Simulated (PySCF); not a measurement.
# CH6ClFSi2 (SMILES C[SiH](F)[SiH2]Cl) at 6 levels

Aim: a comparison of 6 runs (HF/def2-SVP, HF/6-311+G**, B3LYP/6-31G*, PBE0/def2-SVP, wB97X/pcseg-1) of CH6ClFSi2. 

The results are computed with PySCF 2.14.0.

### Step 1. The molecule

The species is CH6ClFSi2 (11 atoms), meant as a singlet with charge 0. As SMILES, `C[SiH](F)[SiH2]Cl`. The coordinates come from a PBE0-D4/def2-TZVP relaxation. This is one conformer, not always the lowest.

Bond lengths: C1–Si2 1.855 Å, Si2–F3 1.607 Å, Si2–Si4 2.349 Å, Si4–Cl5 2.067 Å, C1–H6 1.094 Å, C1–H7 1.092 Å, C1–H8 1.093 Å, Si2–H9 1.489 Å, Si4–H10 1.485 Å, Si4–H11 1.487 Å. Some angles: C1–Si2–F3 109.3°, C1–Si2–Si4 111.3°, F3–Si2–Si4 108.1°, Si2–Si4–Cl5 108.4°, C1–Si2–H9 111.2°, F3–Si2–H9 107.1°, Si4–Si2–H9 109.7°, Si2–C1–H6 110.1°, Si2–C1–H7 110.8°, Si2–C1–H8 110.7°.

### Step 2. Energy and forces at HF/def2-SVP (run 1)

Input file geometry.xyz:

```xyz
11

C     -1.056000    -0.298900     1.330000
Si     0.542100    -0.562200     0.424700
F      1.755500     0.005000     1.313500
Si     0.552200     0.569100    -1.633900
Cl    -0.142300     2.491500    -1.323700
H     -1.883700    -0.738200     0.766200
H     -1.259000     0.766500     1.458400
H     -1.025300    -0.771000     2.314900
H      0.803200    -2.011400     0.202600
H      1.903500     0.663500    -2.241300
H     -0.364800    -0.086800    -2.603300
```

Input file input.py:

```python
from pyscf import gto, scf

molecule = gto.M(
    atom='geometry.xyz',
    verbose=4,
    max_memory=1860,
    basis='def2-svp',
)

mf = scf.RHF(molecule)
mf.conv_tol = 1e-10
mf.kernel()
if not mf.converged:
    mf = mf.newton().run(mf.mo_coeff, mf.mo_occ)

energy = mf.e_tot
print('E(%s) = %.9f' % ('HF', energy))
grad = mf.nuc_grad_method().kernel()
mf.analyze()
```

Started as:

```
$ OMP_NUM_THREADS=1 python input.py
```

Output:

```text
PySCF version 2.14.0

[... 95 lines left out ...]
MO #7   energy= -8.02469629703035  occ= 2
[... 20 lines left out ...]
MO #28  energy= -0.527741430274372 occ= 2
[... 20 lines left out ...]
MO #49  energy= 0.523512820405696  occ= 0
[... 20 lines left out ...]
MO #70  energy= 1.05808674574392   occ= 0
[... 20 lines left out ...]
MO #91  energy= 1.90260959202614   occ= 0
[... 20 lines left out ...]
MO #112 energy= 3.94734347810363   occ= 0
[... 126 lines left out ...]
Dipole moment(X, Y, Z, Debye): -1.18236, -1.92689, -0.35654
```

Wall time 31 s (1 thread of Intel Xeon at 2.50GHz (Skylake/Cascade Lake), shared host); peak memory 0.27 GiB.

### Step 3. Energy and gradient at HF/6-311+G(d,p) (run 2)

geometry.xyz is that of step 2.

Input file job.py:

```python
from pyscf import gto, scf

mol = gto.M(
    atom='geometry.xyz',
    max_memory=1860,
    charge=0,
    spin=0,
    verbose=3,
    basis='6-311+g**',
)

hf = scf.RHF(mol)
hf.conv_tol = 1e-10
hf.kernel()
if not hf.converged:
    hf = hf.newton().run(hf.mo_coeff, hf.mo_occ)

e_tot = hf.e_tot
print('E = %.10f Eh' % e_tot)
grad = hf.nuc_grad_method().kernel()
hf.analyze()
```

Started as:

```
$ OMP_NUM_THREADS=1 python job.py
```

Output:

```text
converged SCF energy = -1178.34456540743
[... 34 lines left out ...]
MO #25  energy= -0.611723151213898 occ= 2
[... 28 lines left out ...]
MO #54  energy= 0.237644447949815  occ= 0
[... 28 lines left out ...]
MO #83  energy= 0.802233620870901  occ= 0
[... 28 lines left out ...]
MO #112 energy= 1.69779271201894   occ= 0
[... 28 lines left out ...]
MO #141 energy= 3.03933627016765   occ= 0
[... 28 lines left out ...]
MO #170 energy= 219.264577247731   occ= 0
[... 12 lines left out ...]
Dipole moment(X, Y, Z, Debye): -1.21510, -2.29680, -0.50235
```

It took 1.8 min on 1 thread of Intel Xeon at 2.50GHz (Skylake/Cascade Lake), shared host; peak memory 0.91 GiB.

### Step 4. Energy and forces at B3LYP/6-31G(d) (spherical functions) (run 3)

Input file calc.py:

```python
from pyscf import gto, dft

mol = gto.Mole()
mol.atom = [
    ('C', (-1.056000, -0.298900, 1.330000)),
    ('Si', (0.542100, -0.562200, 0.424700)),
    ('F', (1.755500, 0.005000, 1.313500)),
    ('Si', (0.552200, 0.569100, -1.633900)),
    ('Cl', (-0.142300, 2.491500, -1.323700)),
    ('H', (-1.883700, -0.738200, 0.766200)),
    ('H', (-1.259000, 0.766500, 1.458400)),
    ('H', (-1.025300, -0.771000, 2.314900)),
    ('H', (0.803200, -2.011400, 0.202600)),
    ('H', (1.903500, 0.663500, -2.241300)),
    ('H', (-0.364800, -0.086800, -2.603300)),
]
mol.basis = '6-31g*'
mol.max_memory = 1860
mol.verbose = 3
mol.build()

myscf = dft.RKS(mol, xc='b3lyp')
myscf.grids.level = 5
myscf.conv_tol = 1e-10
myscf.kernel()
if not myscf.converged:
    myscf = myscf.newton().run(myscf.mo_coeff, myscf.mo_occ)

energy = myscf.e_tot
print('E(%s) = %.9f' % ('B3LYP', energy))
grad = myscf.nuc_grad_method().kernel()
myscf.analyze()
```

Started as:

```
$ OMP_NUM_THREADS=1 python calc.py
```

Output:

```text
converged SCF energy = -1180.84832739
[... 23 lines left out ...]
MO #14  energy= -3.67056747916261  occ= 2
[... 15 lines left out ...]
MO #30  energy= -0.346110051092152 occ= 2
[... 15 lines left out ...]
MO #46  energy= 0.227009548419606  occ= 0
[... 15 lines left out ...]
MO #62  energy= 0.665566291465524  occ= 0
[... 15 lines left out ...]
MO #78  energy= 1.15832675004627   occ= 0
[... 15 lines left out ...]
MO #94  energy= 2.8302364342563    occ= 0
[... 12 lines left out ...]
Dipole moment(X, Y, Z, Debye): -1.02463, -2.02900, -0.05239
```

Run time: 95 s. Hardware: 1 thread of Intel Xeon at 2.50GHz (Skylake/Cascade Lake), shared host; peak memory 0.93 GiB.

Runs 4 to 5 aren't shown in full; the table further down has their settings and results.

### Step 5. Energy and forces at wB97X/pcseg-1 (run 6)

Input file run.py:

```python
# C[SiH](F)[SiH2]Cl
from pyscf import gto, dft

system = gto.M(
    atom='''
C     -1.056000    -0.298900     1.330000
Si     0.542100    -0.562200     0.424700
F      1.755500     0.005000     1.313500
Si     0.552200     0.569100    -1.633900
Cl    -0.142300     2.491500    -1.323700
H     -1.883700    -0.738200     0.766200
H     -1.259000     0.766500     1.458400
H     -1.025300    -0.771000     2.314900
H      0.803200    -2.011400     0.202600
H      1.903500     0.663500    -2.241300
H     -0.364800    -0.086800    -2.603300
''',
    max_memory=1860,
    spin=0,
    verbose=3,
    basis='pcseg-1',
)

mf = dft.RKS(system, xc='wb97x')
mf.grids.level = 5
mf.conv_tol = 1e-10
mf.kernel()
if not mf.converged:
    mf = mf.newton().run(mf.mo_coeff, mf.mo_occ)

e_tot = mf.e_tot
print('E = %.10f Eh' % e_tot)
grad = mf.nuc_grad_method().kernel()
dip = mf.dip_moment()
pop, q = mf.mulliken_pop()
```

Started as:

```
$ OMP_NUM_THREADS=1 python run.py
```

Output:

```text
converged SCF energy = -1180.74440819784
[... 9 lines left out ...]
Dipole moment(X, Y, Z, Debye): -1.13951, -2.22846, -0.36206
[... 124 lines left out ...]
charge of   10H =     -0.09090
```

It took 4.3 min on 1 thread of Intel Xeon at 2.50GHz (Skylake/Cascade Lake), shared host; peak memory 1.1 GiB.

### Step 6. The series

| run | level | integration grid | Cartesian functions | energy (Eh) | dipole moment (D) | HOMO energy (eV) | LUMO energy (eV) | wall time |
| --- | --- | --- | --- | --- | --- | --- | --- | --- |
| 1 | HF/def2-SVP | – | no | -1177.843734 | 2.29 | -10.87 | 3.08 | 31 s |
| 2 | HF/6-311+G** | – | no | -1178.344565 | 2.65 | -10.99 | 1.43 | 1.8 min |
| 3 | B3LYP/6-31G* (spherical functions) | 5 | no | -1180.848327 | 2.27 | -7.69 | -0.65 | 95 s |
| 4 | B3LYP/6-31G* (Cartesian functions) | 5 | yes | -1180.856957 | 2.27 | -7.69 | -0.66 | 97 s |
| 5 | PBE0/def2-SVP | 5 | no | -1179.876649 | 2.02 | -7.94 | -0.38 | 94 s |
| 6 | wB97X/pcseg-1 | 5 | no | -1180.744408 | 2.53 | -10.42 | 1.36 | 4.3 min |

### Step 7. Summary of results

```
                       quantity           value
            run 6: total energy  -1180.74441 Eh
           run 6: dipole moment          2.53 D
             run 6: HOMO energy       -10.42 eV
             run 6: LUMO energy         1.36 eV
           run 6: HOMO–LUMO gap        11.78 eV
run 6: largest force on an atom      1.175 eV/Å
```

What this shows: The dipole moment (its size) runs from 2.02 D (PBE0/def2-SVP) to 2.65 D (HF/6-311+G**). The two ends differ in method and basis. The HOMO–LUMO gap runs from 7.03 eV (B3LYP/6-31G*) to 13.95 eV (HF/def2-SVP). Totals of different functionals can't be ranked against each other. All runs together took 11 min, the longest 4.3 min.
